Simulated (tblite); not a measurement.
# C4H12O2Si2: the cost of one run

The runs use tblite 0.8.0 and PySCF 2.14.0, with density-fitted response routines of our own; the level of theory stands in each step. All values are computed, except where a source is named. Atoms are numbered from 0 throughout.

### Step 1. The starting structure

20 atoms, charge 0, multiplicity 1; geometry from: force field or distance geometry start.

Bonds of the start (Å): Si0–C1 1.88, C1–Si2 1.83, Si2–O3 1.71, O3–C4 1.39, C4–C5 1.48, C5–C6 1.49, C6–O7 1.41, O7–Si2 1.72, Si0–H8 1.48, Si0–H9 1.47, Si0–H10 1.47, C1–H11 1.12, C1–H12 1.09, Si2–H13 1.48, C4–H14 1.11, C4–H15 1.12, C5–H16 1.11, C5–H17 1.10, C6–H18 1.11, C6–H19 1.12.

### Step 2. Geometry optimisation with GFN2-xTB

The job: settings as JSON, then the geometry in Å.

```
{"job": {"kind": "relax", "xc": "GFN2-xTB", "basis": "xTB"}, "charge": 0, "multiplicity": 1}
Si     2.941000    -0.468100     0.443500
C      2.027700     0.832400    -0.562400
Si     0.241100     0.940900    -0.167900
O     -0.795900     0.511300    -1.459200
C     -1.580000    -0.603400    -1.205100
C     -2.264600    -0.656300     0.104700
C     -1.647100     0.148500     1.201500
O     -0.246300    -0.013700     1.178700
H      4.378600    -0.158600     0.303500
H      2.716100    -1.809200    -0.103900
H      2.620000    -0.397100     1.876500
H      2.474000     1.821500    -0.301400
H      2.209400     0.589700    -1.605100
H     -0.135400     2.330600     0.192500
H     -1.045200    -1.558600    -1.391200
H     -2.390700    -0.584100    -1.975400
H     -2.290000    -1.710500     0.441300
H     -3.306000    -0.323100    -0.017600
H     -1.854800     1.224500     1.004000
H     -2.057000    -0.106100     2.214000
```

The run is started by

```sh
$ OMP_NUM_THREADS=1 python probes_run.py task.json out
```

One launch serves the whole session: the jobs run in the order shown.

Q: Estimate the wall time and peak memory of this first job on 1 thread of Arm Neoverse V1, shared host.

About 2 s, with a peak of 0.18 GiB.
